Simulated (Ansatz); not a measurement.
# SnH2S2F2 (SMILES [F][Sn]([F])([SH])[SH]): B2PLYP/def2-SVP (core potential)

Aim: the energy change on altering one bond length of SnH2S2F2 at B2PLYP/def2-SVP (core potential), from 2 runs. 

The calculation is run with Ansatz 0.2.0.

45 further runs of the same task are left out: 45 set aside as unsound or not needed. Runs told in other sessions of the task aren't counted.

## 1. Starting point

SnH2S2F2 has 7 atoms, charge 0, and is taken as a singlet. As SMILES, `[F][Sn]([F])([SH])[SH]`. The shape is that of a PBE0-D4/def2-TZVP optimisation. This is one conformer, not always the lowest.

Bond lengths: F1–Sn2 1.902 Å, Sn2–F3 1.906 Å, Sn2–S4 2.359 Å, Sn2–S5 2.362 Å, S4–H6 1.346 Å, S5–H7 1.346 Å. Angles: F1–Sn2–F3 102.6°, F1–Sn2–S4 105.1°, F1–Sn2–S5 112.8°, F3–Sn2–S4 113.0°, F3–Sn2–S5 105.0°, S4–Sn2–S5 117.6°, Sn2–S4–H6 91.6°, Sn2–S5–H7 90.4°.

## 2. The energy at B2PLYP/def2-SVP (core potential)

The input, job.yaml:

```yaml
basis:
  gaussian: {orbitals: def2-SVP}
crystal:
  periodic: [false, false, false]
  atoms:
    - symbol: F
      position_ang: [0.246200, -2.260000, 0.562200]
    - symbol: Sn
      position_ang: [0.078900, -0.394700, 0.232400]
    - symbol: F
      position_ang: [1.629500, 0.318000, 1.082100]
    - symbol: S
      position_ang: [-1.928000, 0.238900, 1.297200]
    - symbol: S
      position_ang: [0.326700, 0.156800, -2.051400]
    - symbol: H
      position_ang: [-1.920300, 1.436500, 0.683700]
    - symbol: H
      position_ang: [1.628300, 0.436500, -1.851900]
output: {orbitals: {seedname: orbitals}}
accuracy: high
hamiltonian: {xc: {name: B2PLYP}}
correlation: {frozen_orbitals: {F: 1, H: 0, S: 5, Sn: 4}}
```

Run with:

```bash
$ ansatz run job.yaml --threads 1 --pin off --max-ram 2610MiB --events-out events.jsonl --progress --plain --runs-dir runs
```

What it wrote:

```text
Warning: RAYON_NUM_THREADS=1 ignored (pool sized by the plan → 1); use --threads N
Functional definition: B2PLYP
  name "B2PLYP"
  parameter a = 0.53
  parameter c = 0.27
  exchange = (1 - a)*b88_x + a*exact_x
  correlation = (1 - c)*lyp_c + c*(mp2_os + mp2_ss)
2157 factors; integrals over basis functions are off by at most 1.4e-8 eV
mean field evaluation 1: about -32930.1771 eV, gradient 4.7e1 eV
mean field evaluation 2: about -32930.4192 eV, gradient 4.7e1 eV
mean field evaluation 4: about -32934.3839 eV, gradient 2.7e0 eV
mean field evaluation 8: about -32934.4233 eV, gradient 1.6e-1 eV
mean field evaluation 16: about -32934.4235 eV, gradient 9.4e-5 eV
mean field -32934.42345506 eV, -1210.3177382193 hartree, gradient 7.1e-8 eV, S^2 0.000000; 0 other end points of the search recorded, 0 dependent functions left out
16 core orbitals not correlated: weight in the atoms' cores, before any rotation towards them, 1.000 or more for the frozen orbitals, at most 0.000 for the correlated occupied ones
reference -32934.42348186 eV, -1210.3177392042 hartree; 21, 21 occupied and 63, 63 virtual orbitals, 2157 factors
second order -24.77149781 eV of doubles, -0.00000000 eV of singles
Total energy: -32941.11178627 eV, -1210.5635298577 hartree
```

It took 18 s on 1 thread of Arm Neoverse V2, shared host; peak memory 0.4 GiB.

## 3. The distorted shape at the same level

The input, job.yaml:

```yaml
basis:
  gaussian:
    orbitals: def2-SVP
crystal:
  periodic: [false, false, false]
  atoms:
    - {symbol: F, position_ang: [0.271291, -2.539750, 0.611662]}
    - {symbol: Sn, position_ang: [0.078900, -0.394700, 0.232400]}
    - {symbol: F, position_ang: [1.629500, 0.318000, 1.082100]}
    - {symbol: S, position_ang: [-1.928000, 0.238900, 1.297200]}
    - {symbol: S, position_ang: [0.326700, 0.156800, -2.051400]}
    - {symbol: H, position_ang: [-1.920300, 1.436500, 0.683700]}
    - {symbol: H, position_ang: [1.628300, 0.436500, -1.851900]}
hamiltonian:
  xc: {name: B2PLYP}
correlation:
  frozen_orbitals: {F: 1, H: 0, S: 5, Sn: 4}
accuracy: high
output: {orbitals: {seedname: orbitals}}
```

Run with:

```bash
$ ansatz run job.yaml --threads 1 --pin off --max-ram 2610MiB --events-out events.jsonl --progress --plain --runs-dir runs
```

What it wrote, cut to the lines that bear on the results:

```text
Warning: RAYON_NUM_THREADS=1 ignored (pool sized by the plan → 1); use --threads N
[... 2 set-up lines as earlier in the session ...]
[...]
2141 factors; integrals over basis functions are off by at most 7.2e-9 eV
[...]
mean field -32933.78410195 eV, -1210.2942424259 hartree, gradient 4.2e-8 eV, S^2 0.000000; 0 other end points of the search recorded, 0 dependent functions left out
16 core orbitals not correlated: weight in the atoms' cores, before any rotation towards them, 1.000 or more for the frozen orbitals, at most 0.000 for the correlated occupied ones
reference -32933.78412885 eV, -1210.2942434145 hartree; 21, 21 occupied and 63, 63 virtual orbitals, 2141 factors
second order -25.12015544 eV of doubles, -0.00000000 eV of singles
Total energy: -32940.56657082 eV, -1210.5434935596 hartree
```

It took 18 s on 1 thread of Arm Neoverse V2, shared host; peak memory 0.4 GiB.

## 4. Results

Level: B2PLYP/def2-SVP (core potential), 16 core orbitals frozen.

```
                                                          quantity           value
                                         first shape: total energy  -1210.56353 Eh
                    first shape: HOMO energy (SCF part's orbitals)        -9.45 eV
                    first shape: LUMO energy (SCF part's orbitals)        -0.91 eV
                  first shape: HOMO–LUMO gap (SCF part's orbitals)         8.54 eV
                                     distorted shape: total energy  -1210.54349 Eh
                distorted shape: HOMO energy (SCF part's orbitals)        -9.66 eV
                distorted shape: LUMO energy (SCF part's orbitals)        -1.59 eV
              distorted shape: HOMO–LUMO gap (SCF part's orbitals)         8.06 eV
energy change with the F1–Sn2 bond stretched from 1.902 to 2.187 Å        0.545 eV
```

With the F1–Sn2 bond stretched from 1.902 to 2.187 Å the energy rises by 0.55 eV (12.6 kcal/mol). The first shape isn't relaxed at this level, so the change isn't measured from a minimum.
